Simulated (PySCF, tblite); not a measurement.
# C4H9F3Si2: geometry, infrared bands, NMR shifts, electronic excitations and core binding energies

Wanted: the infrared bands, NMR shifts, electronic excitations and core binding energies of C4H9F3Si2 (`C[SiH2]/C=C(\[SiH3])C(F)(F)F`), by calculation.

Programs: tblite 0.8.0 and PySCF 2.14.0, with density-fitted response routines of our own. Each step states its level of theory. These are calculated values for one molecule in the gas phase, unless marked as measured. Atoms are numbered from 0 throughout.

### 1 The starting structure

18 atoms, charge 0, multiplicity 1; geometry from: force field or distance geometry start.

Bonds of the start (Å): C0–Si1 1.84, Si1–C2 1.86, C2–C3 1.35, C3–Si4 1.84, C3–C5 1.51, C5–F6 1.36, C5–F7 1.37, C5–F8 1.36, C0–H9 1.11, C0–H10 1.09, C0–H11 1.10, Si1–H12 1.50, Si1–H13 1.48, C2–H14 1.08, Si4–H15 1.48, Si4–H16 1.49, Si4–H17 1.48.

### 2 Relaxing the molecule with GFN2-xTB

Job settings and geometry (Å):

```
{"job": {"kind": "relax", "xc": "GFN2-xTB", "basis": "xTB"}, "charge": 0, "multiplicity": 1}
C     -2.703900    -0.158900    -0.774400
Si    -1.753600     0.543900     0.632400
C     -0.156800    -0.370500     0.906600
C      1.049400    -0.214500     0.316600
Si     1.533800     0.999700    -0.972100
C      2.228300    -1.077000     0.686900
F      1.936000    -1.968800     1.665400
F      3.284600    -0.339700     1.156300
F      2.688800    -1.808700    -0.361800
H     -3.658500     0.383300    -0.905200
H     -2.154200    -0.087600    -1.712000
H     -2.959000    -1.213400    -0.606200
H     -2.550800     0.447300     1.898100
H     -1.444700     1.970000     0.394000
H     -0.295500    -1.125900     1.666700
H      0.518800     0.983400    -2.052400
H      1.569700     2.367200    -0.391500
H      2.858900     0.676600    -1.558900
```

Launch:

```sh
OMP_NUM_THREADS=1 python probes_run.py task.json out
```

This one command runs all jobs of the session in turn.

**Question.** This job is followed by: GFN2-xTB harmonic vibrations, gas phase; PBE0-D3(BJ)/def2-SVP geometry optimisation, gas phase; GIAO PBE0/pcSseg-1 NMR shielding, non-relativistic, gas phase; TDDFT B3LYP/def2-SVPD, vertical, gas phase, core orbitals frozen in the response; GIAO B97-2/pcSseg-1 NMR shielding, non-relativistic, gas phase; delta-SCF UKS SCAN, pcX-2 on the ionised atom, pcseg-1 elsewhere, spin-free X2C. What will the session give for the following? strongest single infrared mode (GFN2-xTB); zero-point energy (GFN2-xTB); point group; rotational constants (main isotopes); ¹³C shifts against TMS (PBE0/pcSseg-1); ¹H shifts against TMS (PBE0/pcSseg-1, means over atoms taken as alike); ²⁹Si shifts against TMS (PBE0/pcSseg-1); ¹⁹F shifts against CFCl3 (PBE0/pcSseg-1, means over atoms taken as alike); lowest singlet (B3LYP/def2-SVPD); brightest single state of those computed; lowest triplet; vertical ionisation energy (ΔSCF); vertical electron affinity (ΔSCF); C1s binding energies, SCAN/pcX-2; Si1s binding energies, SCAN/pcX-2; Si2p binding energies, SCAN/pcX-2; F1s binding energies, SCAN/pcX-2; range of the shift of C2.

The runs gave:

| quantity | value |
| --- | --- |
| strongest single infrared mode (GFN2-xTB) | 2217 cm⁻¹, 425 km/mol |
| zero-point energy (GFN2-xTB) | 70.2 kcal/mol |
| point group | C1 |
| rotational constants (main isotopes) | 1.73, 0.65, 0.56 GHz |
| ¹³C shifts against TMS (PBE0/pcSseg-1) | 155.6, 152.0, 128.2, -7.4 ppm |
| ¹H shifts against TMS (PBE0/pcSseg-1, means over atoms taken as alike) | 7.57, 4.48, 4.32, 0.36 ppm |
| ²⁹Si shifts against TMS (PBE0/pcSseg-1) | -47.8, -77.2 ppm |
| ¹⁹F shifts against CFCl3 (PBE0/pcSseg-1, means over atoms taken as alike) | -81.5 ppm |
| lowest singlet (B3LYP/def2-SVPD) | 5.72 eV (217 nm), f = 0.005 |
| brightest single state of those computed | state 2, 6.08 eV, f = 0.287 |
| lowest triplet | 3.96 eV |
| vertical ionisation energy (ΔSCF) | 10.11 eV |
| vertical electron affinity (ΔSCF) | 0.00 eV (unbound: the value hangs on the basis) |
| C1s binding energies, SCAN/pcX-2 | C5 297.91, C3 290.75, C2 290.47, C0 290.46 eV |
| Si1s binding energies, SCAN/pcX-2 | Si4 1846.76, Si1 1846.54 eV |
| Si2p binding energies, SCAN/pcX-2 | Si4 107.21, Si1 106.95 eV |
| F1s binding energies, SCAN/pcX-2 | F6 693.82 eV |
| range of the shift of C2 | 151.6 to 155.6 ppm |

In words: Over 73 steps the energy fell by 0.215 eV; of the close pairs, C0–Si1 changed most, 1.837 to 1.899 Å (GFN2-xTB). No mode is imaginary among the 48: a minimum at this level. The strongest single mode, at 2217 cm⁻¹, moves mainly H12. GFN2-xTB is a fitted tight-binding method: band positions and strengths are rough. Its intensities can rank the bands wrongly. Relaxing lowered the energy by 0.226 eV in 9 steps; the close pair that moved most is Si4–H17, from 1.445 to 1.489 Å (PBE0/def2-SVP). H14 (hydrogen on an alkene CH) lies farthest downfield among hydrogen, at 7.57 ppm; attached to an sp2 carbon and in the plane of the double bond. The lowest singlet, at 5.72 eV, is HOMO−1→LUMO 0.98 and is weak; of the 10 states computed, the strongest absorption comes from state 2 at 6.08 eV. The lowest triplet lies 1.76 eV below the lowest singlet (triplets in Tamm-Dancoff, singlets in full TDDFT). The orbital energy would give 8.19 eV for ionisation, ΔSCF gives 10.11 eV. Si4 (silicon bonded to C, 3 H) binds its Si1s electron 0.22 eV more tightly than Si1 (silicon bonded to 2 C, 2 H). Si4 (silicon bonded to C, 3 H) binds its Si2p electron 0.25 eV more tightly than Si1 (silicon bonded to 2 C, 2 H). Across the 2 runs the shift of C2 moves most, between 151.6 (B97-2/pcSseg-1) and 155.6 ppm (PBE0/pcSseg-1).
